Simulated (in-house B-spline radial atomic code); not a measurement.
# Dy²⁺: numerical settings, good and bad

Which of these inputs for Dy²⁺ still give the converged answer?

The numbers are computed with in-house B-spline radial atomic code version 1 (scalar-relativistic (spin-free one-electron X2C) BP86, spherical fractional occupations, Fermi nucleus, basis-set limit), except any that are marked as measured or tabulated.

## 1. Starting point

```
element       : dysprosium (Z = 66)
charge        : +2
electrons     : 64
configuration : [Xe] 4f10
Hamiltonian   : scalar-relativistic (X2C)
nucleus       : Fermi, rms radius 5.222 fm
```

Outer shells as boxes (Hund's rule):

[Xe] 4f10
```
[Xe] core
4f [↑↓][↑↓][↑↓][↑ ][↑ ][↑ ][↑ ]
```

The boxes only draw the filling; these runs are spin-restricted and spherical.

A run counts as converged when the orbital gradient is under the tolerance times 66 hartree (or under the basis's noise floor) and the energy moved by less than 1e-8 hartree times the root of its size. Energy differences under 4e-05 hartree are noise.

Settings of the run:

```ini
Z = 66
electrons = 64.0
configuration = [Xe] 4f10
hamiltonian = x2c
method = b88,p86
spin_polarised = False
nucleus = fermi
rms_radius = 5.2218
mass_number = 164
atomic_mass = 163.929180819
speed_of_light = 137.035999084
knot_spacing = 0.22
spline_order = 8
gauss_points = 12
box_radius = 22.22
max_iterations = 70
damping = 0.5
damped_steps = 3
diis_vectors = 10
tolerance = 1e-08
start = Thomas-Fermi
```

The reference is known from an earlier run: -12157.671153 hartree in all. Up to eight levels, counted from the top:

| orbital | occupation | energy (eV) | <r> (bohr) |
| --- | --- | --- | --- |
| 3p | 6 | -1693.45 | 0.2328 |
| 3d | 10 | -1293.52 | 0.2121 |
| 4s | 2 | -406.31 | 0.5301 |
| 4p | 6 | -305.66 | 0.5612 |
| 4d | 10 | -166.66 | 0.6103 |
| 5s | 2 | -62.970 | 1.301 |
| 5p | 6 | -39.499 | 1.533 |
| 4f | 10 | -17.164 | 0.8659 |

## 2. Starting potential bare nucleus

Settings of the run:

```ini
Z = 66
electrons = 64.0
configuration = [Xe] 4f10
hamiltonian = x2c
method = b88,p86
spin_polarised = False
nucleus = fermi
rms_radius = 5.2218
mass_number = 164
atomic_mass = 163.929180819
speed_of_light = 137.035999084
knot_spacing = 0.22
spline_order = 8
gauss_points = 12
box_radius = 22.22
max_iterations = 70
damping = 0.5
damped_steps = 3
diis_vectors = 10
tolerance = 1e-08
start = bare nucleus
```

Launch:

```
$ python run_scf.py task.json out
```

One command runs all members of the session, one after another, from task.json.

## 3. Spline order 10; cap on iterations 75; number of damped steps 0; convergence tolerance 1e-05

Changes to the settings of step 2:

```diff
@@ -12,10 +12,10 @@
 knot_spacing = 0.22
-spline_order = 8
+spline_order = 10
 gauss_points = 12
 box_radius = 22.22
-max_iterations = 70
+max_iterations = 75
 damping = 0.5
-damped_steps = 3
+damped_steps = 0
 diis_vectors = 10
-tolerance = 1e-08
-start = bare nucleus
+tolerance = 1e-05
+start = Thomas-Fermi
```

## 4. Box radius 0.89; cap on iterations 50; convergence tolerance 0.0001; starting potential bare nucleus

Settings of the run:

```ini
Z = 66
electrons = 64.0
configuration = [Xe] 4f10
hamiltonian = x2c
method = b88,p86
spin_polarised = False
nucleus = fermi
rms_radius = 5.2218
mass_number = 164
atomic_mass = 163.929180819
speed_of_light = 137.035999084
knot_spacing = 0.22
spline_order = 8
gauss_points = 12
box_radius = 0.89
max_iterations = 50
damping = 0.5
damped_steps = 3
diis_vectors = 10
tolerance = 0.0001
start = bare nucleus
```

## 5. Cap on iterations 75; damping (share of the old matrix) 0.2; number of DIIS vectors 4; convergence tolerance 1e-10

Changes to the settings of step 4:

```diff
@@ -14,8 +14,8 @@
 gauss_points = 12
-box_radius = 0.89
-max_iterations = 50
-damping = 0.5
+box_radius = 22.22
+max_iterations = 75
+damping = 0.2
 damped_steps = 3
-diis_vectors = 10
-tolerance = 0.0001
-start = bare nucleus
+diis_vectors = 4
+tolerance = 1e-10
+start = Thomas-Fermi
```

## 6. Gauss points an interval 6; cap on iterations 12

Changes to the settings of step 5:

```diff
@@ -13,9 +13,9 @@
 spline_order = 8
-gauss_points = 12
+gauss_points = 6
 box_radius = 22.22
-max_iterations = 75
-damping = 0.2
+max_iterations = 12
+damping = 0.5
 damped_steps = 3
-diis_vectors = 4
-tolerance = 1e-10
+diis_vectors = 10
+tolerance = 1e-08
 start = Thomas-Fermi
```

## 7. Configuration [Xe] 4f10 6p-1

In configurations, a minus sign after the shell means j = l − 1/2 and a plus sign j = l + 1/2; the count of electrons follows.

Changes to the settings of step 6:

```diff
@@ -1,4 +1,4 @@
 Z = 66
-electrons = 64.0
-configuration = [Xe] 4f10
+electrons = 65.0
+configuration = [Xe] 4f10 6p-1
 hamiltonian = x2c
@@ -13,5 +13,5 @@
 spline_order = 8
-gauss_points = 6
+gauss_points = 12
 box_radius = 22.22
-max_iterations = 12
+max_iterations = 100
 damping = 0.5
```

## 8. Configuration [Xe] 4f10 7s2 7p6

Changes to the settings of step 7:

```diff
@@ -1,4 +1,4 @@
 Z = 66
-electrons = 65.0
-configuration = [Xe] 4f10 6p-1
+electrons = 72.0
+configuration = [Xe] 4f10 7s2 7p6
 hamiltonian = x2c
@@ -15,3 +15,3 @@
 box_radius = 22.22
-max_iterations = 100
+max_iterations = 60
 damping = 0.5
```

## 9. Another Hamiltonian or method

Changes to the settings of step 8:

```diff
@@ -1,6 +1,6 @@
 Z = 66
-electrons = 72.0
-configuration = [Xe] 4f10 7s2 7p6
-hamiltonian = x2c
-method = b88,p86
+electrons = 64.0
+configuration = [Xe] 4f10
+hamiltonian = dirac
+method = m06l
 spin_polarised = False
@@ -15,3 +15,3 @@
 box_radius = 22.22
-max_iterations = 60
+max_iterations = 70
 damping = 0.5
```

Q: Which of these runs converge to the reference energy, which miss it and by about how much, and which fail?

As calculated:

| run | outcome | iterations | energy less the reference (hartree) |
| --- | --- | --- | --- |
| reference | converged | 11 | 0 |
| starting potential bare nucleus | converged | 13 | below noise |
| spline order 10; cap on iterations 75; number of damped steps 0; convergence tolerance 1e-05 | converged | 9 | below noise |
| box radius 0.89; cap on iterations 50; convergence tolerance 0.0001; starting potential bare nucleus | converged | 8 | +351 |
| cap on iterations 75; damping (share of the old matrix) 0.2; number of DIIS vectors 4; convergence tolerance 1e-10 | converged | 15 | below noise |
| Gauss points an interval 6; cap on iterations 12 | converged | 11 | below noise |
| Configuration [Xe] 4f10 6p-1 | refused | - | - |
| Configuration [Xe] 4f10 7s2 7p6 | converged | 35 | other system or model |
| Another Hamiltonian or method | refused | - | - |

**Reading.** Of 8 changed inputs, 4 gave the reference energy within 4e-05 hartree, 1 converged to another value, 1 changed the system or the model and 2 met a refusal. The worst converged miss is +351 hartree (box radius 0.89; cap on iterations 50; convergence tolerance 0.0001; starting potential bare nucleus): that the iterations converge says nothing of the basis, the quadrature or the box.
